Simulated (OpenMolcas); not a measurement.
# doublet C2H3BFN+ at 6 levels

Aim: a comparison of 6 runs (UHF/3-21G, UB3LYP/6-31G*, U-r2SCAN/def2-SVP, U-revPBE/def2-SVP, UBHLYP/def2-SVP, UBLYP/def2-SVP) of doublet C2H3BFN+. 

Program for the calculation: OpenMolcas 26.06.

### 1 The structure to begin with

C2H3BFN+ has 8 atoms, charge +1, and is taken as a doublet. SMILES of the parent species: `FB1C=NC1`. Geometry: relaxed at PBE0-D4/def2-TZVP. That shape belongs to the parent species and isn't relaxed for this state.

Bond lengths: F1–B2 1.312 Å, B2–C3 1.553 Å, C3–N4 1.291 Å, B2–C5 1.580 Å, N4–C5 1.510 Å, C3–H6 1.087 Å, C5–H7 1.093 Å, C5–H8 1.090 Å. Some angles: F1–B2–C3 135.6°, F1–B2–C5 135.3°, C3–B2–C5 86.1°, B2–C3–N4 90.7°, C3–N4–C5 99.2°, B2–C5–N4 82.2°, B2–C3–H6 145.8°, N4–C3–H6 122.6°, B2–C5–H7 120.5°, B2–C5–H8 118.9°.

### 2 The energy at UHF/3-21G (run 1)

The input, calc.inp:

```
* C2H3BFN Hartree-Fock

&GATEWAY
 BasLib=$CurrDir
 Coord
 8
 bohr
 F      0.40288961    -1.90352113     3.62525060
 B     -0.04554240    -0.57598852     1.58018899
 C      0.60282263     2.13255593     0.65346729
 N      0.57428777     1.37685445    -1.66522666
 C     -0.57013037    -1.21055856    -1.28936013
 H      1.24060520     4.00792014     1.19789739
 H      0.48584859    -2.70741062    -2.24159313
 H     -2.51635931    -1.22775506    -1.96588209
 Basis=3-21G
 Group=NoSym

&SEWARD

&SCF
 UHF
 Charge=1
 Spin=2
 Thresholds=1e-10 1e-07 1e-07 1e-05
 PrOrbitals=1 1
```

The basis set 3-21G is read from a file made from the Basis Set Exchange's data (not shown).

On the command line:

```
$ export MOLCAS_MEM=1860
$ pymolcas calc.inp > calc.log
```

Standard output:

```text
--- Start Module: gateway ---
[...]
--- Stop Module: gateway /rc=_RC_ALL_IS_WELL_ ---
--- Start Module: seward ---
[...]
      Basis functions           51
--- Stop Module: seward /rc=_RC_ALL_IS_WELL_ ---
--- Start Module: scf ---
[...]
       Convergence after  27 Iterations
[...]
::    Total SCF energy                               -254.3289851285
[...]
      Total spin, S                                     0.6392478352
[...]
      Total electronic charge=   35.000000
      Total            charge=    1.000000
[...]
      Dipole Moment (debye):
      Origin of the operator (angstrom)=    0.1102   -0.0900    0.3895
                   X= -6.6127E-01               Y=  2.3875E+00               Z= -2.9342E+00           Total=  3.8402E+00
      Center of Charge (angstrom)
[...]
--- Stop Module: scf /rc=_RC_ALL_IS_WELL_ ---
[...]
```

It took 2.2 s on 1 thread of Intel Xeon 6975P-C (Granite Rapids), shared host; peak memory 0.38 GiB.

### 3 A single-point energy at UB3LYP/6-31G(d) (spherical functions) (run 2)

The input, coord.xyz:

```xyz
8

F      0.213200    -1.007300     1.918400
B     -0.024100    -0.304800     0.836200
C      0.319000     1.128500     0.345800
N      0.303900     0.728600    -0.881200
C     -0.301700    -0.640600    -0.682300
H      0.656500     2.120900     0.633900
H      0.257100    -1.432700    -1.186200
H     -1.331600    -0.649700    -1.040300
```

The input, calc.inp:

```
>>> EXPORT MOLCAS_PRINT=2

&GATEWAY
 BasLib = $CurrDir
 Coord = coord.xyz
 Basis = 6-31Gs
 Group = NoSym

&SEWARD
 GridInput
 Grid=UltraFine
 End of Grid

&SCF
 UHF
 Charge = 1
 Spin = 2
 KSDFT = B3LYP
 Thresholds = 1e-10 1e-07 1e-07 1e-05
 PrOrbitals = 1
```

The basis set 6-31G* is read from a file made from the Basis Set Exchange's data (not shown).

On the command line:

```
$ export MOLCAS_MEM=1860
$ pymolcas calc.inp > calc.log
```

Standard output:

```text
--- Start Module: gateway ---
[...]
--- Stop Module: gateway /rc=_RC_ALL_IS_WELL_ ---
--- Start Module: seward ---
[...]
      Basis functions           76
--- Stop Module: seward /rc=_RC_ALL_IS_WELL_ ---
[...]
--- Start Module: scf ---
[...]
       Convergence after  25 Iterations
[...]
::    Total KS-DFT energy                            -257.0943060705
[...]
      Total spin, S                                     0.5043487699
[...]
      Total electronic charge=   35.000000
      Total            charge=    1.000000
[...]
      Dipole Moment (debye):
      Origin of the operator (angstrom)=    0.1102   -0.0900    0.3895
                   X= -5.8008E-01               Y=  2.0106E+00               Z= -2.1294E+00           Total=  2.9855E+00
      Center of Charge (angstrom)
[...]
--- Stop Module: scf /rc=_RC_ALL_IS_WELL_ ---
[...]
```

Run time: 41 s. Hardware: 1 thread of Intel Xeon 6975P-C (Granite Rapids), shared host; peak memory 0.43 GiB.

### 4 The energy at U-r2SCAN/def2-SVP (run 3)

The input, test.input:

```
&GATEWAY
BasLib=$CurrDir
Coord
8
angstrom
F        0.213200      -1.007300       1.918400
B       -0.024100      -0.304800       0.836200
C        0.319000       1.128500       0.345800
N        0.303900       0.728600      -0.881200
C       -0.301700      -0.640600      -0.682300
H        0.656500       2.120900       0.633900
H        0.257100      -1.432700      -1.186200
H       -1.331600      -0.649700      -1.040300
Basis=def2-SVP
Group=NoSym
&SEWARD
GridInput
Grid=UltraFine
End of Grid
&SCF
UHF
Charge=1
Spin=2
KSDFT=2
1.0 MGGA_X_R2SCAN
1.0 MGGA_C_R2SCAN
Thresholds=1e-10 1e-07 1e-07 1e-05
PrOrbitals=1 1
```

The basis set def2-SVP is read from a file made from the Basis Set Exchange's data (not shown).

On the command line:

```
$ export MOLCAS_MEM=1860
$ pymolcas test.input > test.log
```

Standard output:

```text
--- Start Module: gateway ---
[...]
--- Stop Module: gateway /rc=_RC_ALL_IS_WELL_ ---
--- Start Module: seward ---
[...]
      Basis functions           85
--- Stop Module: seward /rc=_RC_ALL_IS_WELL_ ---
[...]
--- Start Module: scf ---
[...]
       Convergence after  28 Iterations
[...]
::    Total KS-DFT energy                            -256.7624669089
[...]
      Total spin, S                                     0.5070839145
[...]
      Total electronic charge=   35.000000
      Total            charge=    1.000000
[...]
      Dipole Moment (debye):
      Origin of the operator (angstrom)=    0.1102   -0.0900    0.3895
                   X= -6.0290E-01               Y=  2.0618E+00               Z= -2.2883E+00           Total=  3.1387E+00
      Center of Charge (angstrom)
[...]
--- Stop Module: scf /rc=_RC_ALL_IS_WELL_ ---
[...]
```

It took 73 s on 1 thread of Intel Xeon 6975P-C (Granite Rapids), shared host; peak memory 0.47 GiB.

Runs 4 to 5 aren't shown in full; the table further down has their settings and results.

### 5 A single-point energy at UBLYP/def2-SVP (run 6)

coord.xyz is that of step 3.

The input, test.inp:

```
&GATEWAY
  BasLib=$CurrDir
  Coord=coord.xyz
  Basis=def2-SVP
  Group=NoSym

&SEWARD
  GridInput
  Grid=UltraFine
  End of Grid

&SCF
  UHF
  Charge=1
  Spin=2
  KSDFT=BLYP
  Thresholds=1e-10 1e-07 1e-07 1e-05
  PrOrbitals=1 2
```

The basis set def2-SVP is read from a file made from the Basis Set Exchange's data (not shown).

On the command line:

```
$ export MOLCAS_MEM=1860
$ pymolcas test.inp > test.log
```

Standard output:

```text
--- Start Module: gateway ---
[...]
--- Stop Module: gateway /rc=_RC_ALL_IS_WELL_ ---
--- Start Module: seward ---
[...]
      Basis functions           85
--- Stop Module: seward /rc=_RC_ALL_IS_WELL_ ---
[...]
--- Start Module: scf ---
[...]
       Convergence after  28 Iterations
[...]
::    Total KS-DFT energy                            -256.8391970093
[...]
      Total spin, S                                     0.5024553782
[...]
      Total electronic charge=   35.000000
      Total            charge=    1.000000
[...]
      Dipole Moment (debye):
      Origin of the operator (angstrom)=    0.1102   -0.0900    0.3895
                   X= -5.6346E-01               Y=  1.9728E+00               Z= -2.1789E+00           Total=  2.9928E+00
      Center of Charge (angstrom)
[...]
--- Stop Module: scf /rc=_RC_ALL_IS_WELL_ ---
[...]
```

It took 49 s on 1 thread of Intel Xeon 6975P-C (Granite Rapids), shared host; peak memory 0.47 GiB.

### 6 The series

```csv
run,level,integration grid,energy (Eh),HOMO energy (eV),LUMO energy (eV),⟨S²⟩,wall time
1,UHF/3-21G,–,-254.328985,-19.46,-6.25,1.048,2.2 s
2,UB3LYP/6-31G* (spherical functions),UltraFine,-257.094306,-15.52,-12.36,0.759,41 s
3,U-r2SCAN/def2-SVP,UltraFine,-256.762467,-14.72,-12.94,0.764,73 s
4,U-revPBE/def2-SVP,UltraFine,-256.832330,-14.32,-13.29,0.756,50 s
5,UBHLYP/def2-SVP,UltraFine,-256.770195,-17.37,-10.69,0.774,43 s
6,UBLYP/def2-SVP,UltraFine,-256.839197,-14.26,-13.27,0.755,49 s
```

### 7 Results

```
                                 quantity          value
                      run 6: total energy  -256.83920 Eh
run 6: HOMO energy (highest over α and β)      -14.26 eV
 run 6: LUMO energy (lowest over α and β)      -13.27 eV
                              run 6: ⟨S²⟩          0.755
```

In words: Totals of different functionals can't be ranked against each other. Spin contamination of the reference: run 1 ⟨S²⟩ = 1.05. All runs together took 4.3 min, the longest 73 s.
